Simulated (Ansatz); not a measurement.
# Ca2PbAu2: a Pb atom hops into a vacancy

Aim: the barrier for Pb18 to jump 3.85 Å into the empty Pb site beside it, in a 1×1×2 supercell of Ca2PbAu2 with one Pb atom removed. The band relaxes its own ends first.

Method: DFT LDA, plane waves, PAW, scalar-relativistic, no spin polarisation, in Ansatz 0.2.0.

### 1 The system as given

The cell holds 19 atoms (Au8Ca8Pb3): a = 8.124 Å, b = 8.124 Å, c = 7.733 Å, α = 90.00°, β = 90.00°, γ = 90.00°.

The empty site lies at (-0.02, 0.01, 7.72) Å, and Pb18 starts at (-0.01, -0.02, 3.87) Å. All atoms were shaken by about 0.02 Å to break the symmetry.

Its coordinates follow in the input file.

### 2 Relaxing the ends and the band

crystal.atoms is the first end and neb.final_atoms the second, which differs in Pb18 alone.

Contents of input.yaml:

```yaml
crystal:
  lattice:
    - [8.12428707, 0.0, 0.0]
    - [0.0, 8.12428707, 0.0]
    - [0.0, 0.0, 7.73293052]
  atoms:
    - { symbol: Ca, position: [0.1719677, 0.67455179, 0.25146427] }
    - { symbol: Ca, position: [0.3222429, 0.17618526, 0.25438118] }
    - { symbol: Ca, position: [0.82813553, 0.32743494, 0.24720708] }
    - { symbol: Ca, position: [0.67680253, 0.8310693, 0.24730013] }
    - { symbol: Au, position: [0.62319921, 0.12124663, -0.00206087] }
    - { symbol: Au, position: [0.88096546, 0.62065572, 0.00077237] }
    - { symbol: Au, position: [0.37844827, 0.87651361, -0.00381951] }
    - { symbol: Au, position: [0.12368927, 0.37958351, 0.0050169] }
    - { symbol: Pb, position: [0.50221708, 0.4982862, 0.00240673] }
    - { symbol: Ca, position: [0.17738024, 0.67108333, 0.74853672] }
    - { symbol: Ca, position: [0.32085952, 0.17484393, 0.7474159] }
    - { symbol: Ca, position: [0.82705663, 0.33326067, 0.75218381] }
    - { symbol: Ca, position: [0.66977961, 0.82610346, 0.74606703] }
    - { symbol: Au, position: [0.62412701, 0.11991938, 0.50148524] }
    - { symbol: Au, position: [0.87690521, 0.62404996, 0.49167599] }
    - { symbol: Au, position: [0.37622597, 0.88253227, 0.4980131] }
    - { symbol: Au, position: [0.12333211, 0.38206874, 0.50370372] }
    - { symbol: Pb, position: [-0.00155714, -0.00201901, 0.50017342] }
    - { symbol: Pb, position: [0.49987323, 0.50038535, 0.50100431] }
kpoints:
  mp_grid: { grid: [2, 2, 2] }
magnetization:
  spin_polarized: false
scf:
  occupations: { method: gaussian, width: 0.1 }
hamiltonian:
  pseudopotentials: { kind: paw }
  xc: lda
basis:
  ecutwfc: 420
neb:
  images: 3
  relax_end_points: true
  climbing: true
  f_tol: 0.05
  max_iterations: 40
  order_check: false
  final_atoms:
    - { symbol: Ca, position: [0.1719677, 0.67455179, 0.25146427] }
    - { symbol: Ca, position: [0.3222429, 0.17618526, 0.25438118] }
    - { symbol: Ca, position: [0.82813553, 0.32743494, 0.24720708] }
    - { symbol: Ca, position: [0.67680253, 0.8310693, 0.24730013] }
    - { symbol: Au, position: [0.62319921, 0.12124663, -0.00206087] }
    - { symbol: Au, position: [0.88096546, 0.62065572, 0.00077237] }
    - { symbol: Au, position: [0.37844827, 0.87651361, -0.00381951] }
    - { symbol: Au, position: [0.12368927, 0.37958351, 0.0050169] }
    - { symbol: Pb, position: [0.50221708, 0.4982862, 0.00240673] }
    - { symbol: Ca, position: [0.17738024, 0.67108333, 0.74853672] }
    - { symbol: Ca, position: [0.32085952, 0.17484393, 0.7474159] }
    - { symbol: Ca, position: [0.82705663, 0.33326067, 0.75218381] }
    - { symbol: Ca, position: [0.66977961, 0.82610346, 0.74606703] }
    - { symbol: Au, position: [0.62412701, 0.11991938, 0.50148524] }
    - { symbol: Au, position: [0.87690521, 0.62404996, 0.49167599] }
    - { symbol: Au, position: [0.37622597, 0.88253227, 0.4980131] }
    - { symbol: Au, position: [0.12333211, 0.38206874, 0.50370372] }
    - { symbol: Pb, position: [-0.00236964, 0.00118261, 0.99771073] }
    - { symbol: Pb, position: [0.49987323, 0.50038535, 0.50100431] }
```

Run with:

```sh
ansatz run input.yaml --threads 4 --pin off --max-ram 8192MiB --backend cpu --events-out ev --progress --plain --runs-dir out
```

The log of the run (excerpt; [...] marks lines left out):

```text
Warning: neb: disabling space-group detection — the band's intermediate images generally break the endpoint symmetry, so no spatial operation reduces the k-mesh or symmetrises the density, except that a semilocal band can use its path's symmetry ahead of convergence; time reversal is [...]
Warning: RAYON_NUM_THREADS=4 ignored (pool sized by the plan → 4); use --threads N
[...]
Pseudopotentials: kind: paw
Pseudopotential: Ca, paw, valence charge 10, recommended cutoff 420 eV (normal), Ca.paw.azcp
Pseudopotential: Au, paw, valence charge 19, recommended cutoff 420 eV (normal), Au.paw.azcp
Pseudopotential: Pb, paw, valence charge 14, recommended cutoff 420 eV (normal), Pb.paw.azcp
Functional definition: SPW92
[...]
parallel-image band execution: 3 concurrent image workers
NEB image 0
Crystal: 19 atoms, lattice volume = 510.405 Å³
Basis set: ecut = 420 eV, 9945 PW (Γ)
Bands: 165, of which v1, the nominal top of the filled ones, is band 137 counted from 1 (136 counted from 0)
Symmetry: 1 space group operations
k-points: 8
[...]
SCF iter   1: F=—  HF=-151919.944082 eV  |F-HF|=—  |Δ(HF+E_count)|=         —  Δρ=6.40e-3  dr2=7.49e-1  ethr=1.77e-3  ⟨swp⟩=9.5  Hψ=6146  notcnv=0  defer=11
[...]
NSCF: frozen V_eff on 8 k-points
NEB image 4
[...]
NSCF: frozen V_eff on 8 k-points
NEB end point (image 0): max|allowed force component| = 3.525e-1 eV/Å (the criterion of neb.relax_end_points is 1.000e-2)
NEB end point (image 4): max|allowed force component| = 3.079e-1 eV/Å (the criterion of neb.relax_end_points is 1.000e-2)
NEB image 0, for its relaxation
[...]
NEB image 0, for its relaxation
[...]
SCF iter   5: F=—  HF=-151919.977363 eV  |F-HF|=—  |Δ(HF+E_count)|=   5.47e-4  Δρ=1.83e-4  dr2=3.93e-4  ethr=9.58e-7  ⟨swp⟩=2.0  Hψ=2092  notcnv=0  defer=154
```

### 3 The output, continued

Output, continued (excerpt; [...] marks lines left out):

```text
SCF iter   6: F=—  HF=-151919.977314 eV  |F-HF|=—  |Δ(HF+E_count)|=   4.89e-5  Δρ=7.48e-5  dr2=5.93e-5  ethr=1.43e-7  ⟨swp⟩=2.0  Hψ=2191  notcnv=0  defer=154
[...]
NEB image 0, for its relaxation
[...]
NEB image 0, for its relaxation
[...]
NEB image 0, for its relaxation
[...]
NEB image 0
[...]
NSCF: frozen V_eff on 8 k-points
NEB end point (image 0): relaxed in 34 SCF iterations, 0.203064 eV lower, largest move of an atom 0.162 Å; not tested for a saddle point
NEB image 4, for its relaxation
[...]
NEB image 4, for its relaxation
[...]
NEB image 4, for its relaxation
[...]
NEB image 4, for its relaxation
[...]
NEB image 4
[...]
SCF iter   1: F=—  HF=-151920.017247 eV  |F-HF|=—  |Δ(HF+E_count)|=         —  Δρ=1.57e-6  dr2=1.66e-8  ethr=6.07e-12  ⟨swp⟩=3.0  Hψ=4640  notcnv=0
```

### 4 The output, continued

The log, continued (excerpt; [...] marks lines left out):

```text
[...]
SCF iter   2: F=-151920.017247 eV  HF=-151920.017247 eV  |F-HF|=1.52e-8  |Δ(HF+E_count)|=   2.12e-9  Δρ=1.47e-6  dr2=1.70e-8  ethr=6.07e-12  ⟨swp⟩=3.8  Hψ=3561  notcnv=0
[...]
NSCF: frozen V_eff on 8 k-points
NEB end point (image 4): relaxed in 27 SCF iterations, 0.220184 eV lower, largest move of an atom 0.160 Å; not tested for a saddle point
NEB image 1
[...]
NEB image 2
[...]
NEB image 3
[...]
SCF iter   9: F=-151919.574365 eV  HF=-151919.574365 eV  |F-HF|=1.74e-8  |Δ(HF+E_count)|=   1.00e-7  Δρ=1.95e-6  dr2=3.21e-8  ethr=3.65e-11  ⟨swp⟩=3.0  Hψ=4637  notcnv=0
[...]
NEB iter   1: max|band force component| = 3.331e-1 eV/Å  barrier→ = 0.9195 eV  barrier← = 0.9194 eV  CI = image 2  Δτ_max = 0.1280 Å  (51 SCF iters)
[...]
NEB iter   4: max|band force component| = 5.111e-2 eV/Å  barrier→ = 0.8014 eV  barrier← = 0.8013 eV  CI = image 2  Δτ_max = 0.0364 Å  (8 SCF iters)
[...]
    - { symbol: Pb, position: [0.5000657070870256, 0.5010150361315461, 0.015335150424679023] }
    - { symbol: Ca, position: [0.1923596843305413, 0.6484452228131128, 0.7495557487427716] }
    - { symbol: Ca, position: [0.3526302937650069, 0.19330870486136414, 0.7495558013529194] }
    - { symbol: Ca, position: [0.80777787212683, 0.3536000914775055, 0.7495560032355658] }
    - { symbol: Ca, position: [0.6474777326297002, 0.8087118478462043, 0.7495559378520265] }
    - { symbol: Au, position: [0.6249351127979971, 0.12098280227401974, 0.5028021455056825] }
    - { symbol: Au, position: [0.8800963547356799, 0.6258840706394457, 0.5027824548280607] }
    - { symbol: Au, position: [0.3752030882210018, 0.8810516427924533, 0.5027783769807144] }
    - { symbol: Au, position: [0.12004010055459162, 0.37616388295861136, 0.5027742545140326] }
    - { symbol: Pb, position: [4.2315356310559186e-5, 0.001010370391560201, 0.749563097540631] }
    - { symbol: Pb, position: [0.5000664268775792, 0.5010150531248633, 0.48378916715629594] }
```

Wall time 4.4 min (4 threads of Arm Neoverse V2, shared host); peak memory 3 GiB.

### 5 What the band shows

Images 0 and 4 are the ends. Energies count from image 0; the path length is the program's own measure over all atoms.

```
image  path (Å)  energy (eV)  Pb18 x y z (Å)  band force (eV/Å)
    0     0.000       0.0000  0.00 0.01 3.86                  -
    1     0.980       0.3874  0.00 0.01 4.82              0.030
   2*     1.959       0.8012  0.00 0.01 5.80              0.007
    3     2.940       0.3868  0.00 0.01 6.77              0.030
    4     3.920       0.0001  0.00 0.01 7.73                  -
```

The star marks the climbing image.

image, energy (eV) and a bar:
```
        0      0.000 
        1      0.387 ###############
        2      0.801 ##############################
        3      0.387 ##############
        4      0.000
```

The top of the band by iteration:

```
iteration  highest image above image 0 (eV)  largest band force (eV/Å)
        1                            0.9195                      0.333
        2                            0.8101                      0.096
        3                            0.8038                      0.037
        4                            0.8014                      0.051
        5                            0.8012                      0.030
```

The band as a trajectory file:

```xyz
19
Lattice="8.124 0.000 0.000 0.000 8.124 0.000 0.000 0.000 7.733" Properties=species:S:1:pos:R:3 pbc="T T T" image=0 dE=0.0000
Ca    1.481    5.383    1.948
Ca    2.749    1.488    1.948
Ca    6.645    2.756    1.947
Ca    5.376    6.652    1.948
Au    4.967    1.066   -0.003
Au    7.066    4.974   -0.003
Au    3.159    7.073   -0.003
Au    1.060    3.166   -0.003
Pb    4.063    4.070   -0.003
Ca    1.480    5.383    5.779
Ca    2.749    1.487    5.780
Ca    6.645    2.756    5.780
Ca    5.377    6.652    5.779
Au    5.128    0.938    3.864
Au    7.195    5.135    3.864
Au    2.997    7.202    3.864
Au    0.931    3.005    3.864
Pb    0.001    0.007    3.864
Pb    4.063    4.069    3.864
19
Lattice="8.124 0.000 0.000 0.000 8.124 0.000 0.000 0.000 7.733" Properties=species:S:1:pos:R:3 pbc="T T T" image=1 dE=0.3874
Ca    1.448    5.389    1.949
Ca    2.744    1.456    1.949
Ca    6.677    2.752    1.949
Ca    5.381    6.684    1.949
Au    5.010    1.031   -0.021
Au    7.102    5.017   -0.021
Au    3.116    7.109   -0.021
Au    1.024    3.123   -0.021
Pb    4.063    4.070    0.134
Ca    1.544    5.309    5.779
Ca    2.823    1.551    5.779
Ca    6.582    2.831    5.779
Ca    5.302    6.589    5.779
Au    5.131    0.947    3.877
Au    7.186    5.138    3.877
Au    2.994    7.193    3.877
Au    0.939    3.002    3.877
Pb    0.001    0.008    4.823
Pb    4.063    4.070    3.748
19
Lattice="8.124 0.000 0.000 0.000 8.124 0.000 0.000 0.000 7.733" Properties=species:S:1:pos:R:3 pbc="T T T" image=2 dE=0.8012
Ca    1.455    5.360    1.930
Ca    2.774    1.463    1.930
Ca    6.670    2.781    1.930
Ca    5.352    6.678    1.930
Au    5.077    0.983   -0.028
Au    7.150    5.085   -0.028
Au    3.048    7.158   -0.028
Au    0.975    3.056   -0.028
Pb    4.063    4.070    0.119
Ca    1.563    5.268    5.796
Ca    2.865    1.570    5.796
Ca    6.563    2.873    5.796
Ca    5.260    6.570    5.796
Au    5.077    0.983    3.888
Au    7.150    5.085    3.888
Au    3.048    7.158    3.888
Au    0.975    3.056    3.888
Pb    0.000    0.008    5.796
Pb    4.063    4.070    3.741
19
Lattice="8.124 0.000 0.000 0.000 8.124 0.000 0.000 0.000 7.733" Properties=species:S:1:pos:R:3 pbc="T T T" image=3 dE=0.3868
Ca    1.448    5.389    1.910
Ca    2.744    1.457    1.910
Ca    6.677    2.752    1.910
Ca    5.381    6.685    1.910
Au    5.131    0.947   -0.017
Au    7.186    5.139   -0.017
Au    2.994    7.194   -0.017
Au    0.939    3.002   -0.017
Pb    4.063    4.071    0.112
Ca    1.543    5.310    5.814
Ca    2.823    1.551    5.814
Ca    6.582    2.831    5.814
Ca    5.302    6.590    5.814
Au    5.010    1.031    3.881
Au    7.102    5.018    3.881
Au    3.115    7.110    3.881
Au    1.023    3.124    3.881
Pb    0.000    0.009    6.771
Pb    4.063    4.071    3.725
19
Lattice="8.124 0.000 0.000 0.000 8.124 0.000 0.000 0.000 7.733" Properties=species:S:1:pos:R:3 pbc="T T T" image=4 dE=0.0001
Ca    1.482    5.387    1.913
Ca    2.748    1.490    1.913
Ca    6.643    2.756    1.913
Ca    5.378    6.652    1.913
Au    5.128    0.938   -0.004
Au    7.196    5.137   -0.004
Au    2.997    7.205   -0.004
Au    0.929    3.005   -0.004
Pb    4.062    4.071   -0.002
Ca    1.482    5.386    5.812
Ca    2.747    1.490    5.812
Ca    6.643    2.756    5.812
Ca    5.377    6.651    5.812
Au    4.966    1.068    3.863
Au    7.066    4.974    3.862
Au    3.159    7.074    3.863
Au    1.060    3.168    3.862
Pb    0.000    0.009    7.731
Pb    4.063    4.071    3.861
```

### 6 Outcome

| quantity | value |
| --- | --- |
| relaxation of the ends | 0.203 eV lower, moves up to 0.16 Å; 0.220 eV lower, moves up to 0.16 Å |
| barrier forwards | 0.80 eV |
| barrier backwards | 0.80 eV |
| second end relative to first | 0.000 eV |
| highest image | 2 of 0 to 4, climbing |
| band iterations | 5 |

**Reading.** Along this path the system climbs 0.80 eV from the first end (31 kT at 300 K); with a typical attempt rate of 10^13 per second that is roughly 10^0 events a second. Both ends agree in energy to 1 meV; they were built as equivalent. The input switches the test of curvatures off, so the top was not shown to be a first-order saddle. In 19 atoms the vacancy feels its images, and neither cell size nor mesh was tested.
